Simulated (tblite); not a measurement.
# Se4Si4: the cost of one run

Programs: tblite 0.8.0 and PySCF 2.14.0. All values are calculated, for the isolated system unless a continuum is named. Atoms count from 0, parts from 1.

## 1. The system as given

8 atoms, charge 0, multiplicity 1; geometry: distance geometry start.

## 2. Geometry optimisation with GFN2-xTB

What the job is given:

```
{"job": {"kind": "relax", "xc": "GFN2-xTB", "basis": "xTB"}, "charge": 0, "multiplicity": 1}
Si    -2.909154     0.438291    -0.504153
Se    -1.216072     1.845697    -0.916813
Si     0.359649     1.976030     0.715145
Se     2.408653     1.559270    -0.245140
Si     2.961382    -0.628002    -0.120041
Se     1.173274    -1.944759    -0.631519
Si    -0.306273    -1.831997     1.087444
Se    -2.403384    -1.447079     0.572316
```

Method: GFN2-xTB geometry optimisation, gas phase.

On the command line:

```console
OMP_NUM_THREADS=1 python cluster_run.py task.json out
```

The driver reads the jobs from task.json and runs them one after another.

**Question.** How long does this first job take on 1 thread of Intel Xeon at 2.70GHz, shared host?

About 26 s.
